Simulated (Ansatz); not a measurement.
## BrGeH4P, SMILES [PH2][GeH2][Br]: a relaxed scan of one distance, step by step

Program: the Python package of Ansatz (0.2.0).

Contents of `brgeh4p.xyz`:
```text
7

P     1.37070   -0.32360   -0.66250
Ge   -0.73620    0.28040   -0.01720
Br   -2.24130   -1.38510   -0.63240
H     1.48970   -1.35140    0.35710
H     2.01280    0.70240    0.14080
H    -1.12580    1.61260   -0.70720
H    -0.76990    0.46480    1.52140
```

Notebook, run cell by cell (the value of a cell's last expression is shown):

```python
import ansatz as az
import numpy as np

system = az.Crystal.molecule_from_extxyz("brgeh4p.xyz")

job = system.calculation()
job = job.basis(gaussian="def2-SVP")
job = job.functional("hf")
symbols = [site.symbol for site in system.cartesian_sites]
pairs = [(0, 1), (0, 3), (0, 4), (1, 2), (1, 5), (1, 6)]
print("held (A)   E (eV)        ", "  ".join(f"{symbols[i]}{i}-{symbols[j]}{j}" for i, j in pairs))
for length in [1.43, 1.55, 1.67, 1.86, 2.09]:
    rep = job.relax(constraints=[az.DistanceConstraint((1, 5), at=length)], force_tolerance=0.02, max_steps=60).run().report
    xyz = np.array(rep["positions_ang"])
    print(f"{length:6.2f} {rep['free_energy_ev']:14.5f}  ", "  ".join(f"{np.linalg.norm(xyz[i] - xyz[j]):.3f}" for i, j in pairs))
```

    held (A)   E (eV)         P0-Ge1  P0-H3  P0-H4  Ge1-Br2  Ge1-H5  Ge1-H6
    DeckWarning: relax.constraints: the input's atoms, or those drawn, lie off the distances that are held; a relaxation that starts there is brought onto them ahead of its first SCF, by positions alone, an atom by 6.00e-2 Å at the most. With the symmetry [...]
      1.43  -135790.43193   2.333  1.411  1.415  2.334  1.430  1.528
      1.55  -135790.53101   2.332  1.412  1.415  2.332  1.550  1.528
      1.67  -135790.37917   2.330  1.412  1.415  2.328  1.670  1.527
      1.86  -135789.86670   2.328  1.413  1.415  2.322  1.860  1.526
      2.09  -135789.07121   2.325  1.414  1.414  2.315  2.090  1.525

Caveats:
- Total energies depend on the basis set; only differences at equal settings carry meaning.
- Warnings are shown shortened and without file and line.
- The energies are electronic: no zero-point or thermal terms, and the basis set is short of its limit.
- Timing: 81 s on 1 thread of Arm Neoverse V2 (shared host), peak memory 0.31 GiB.
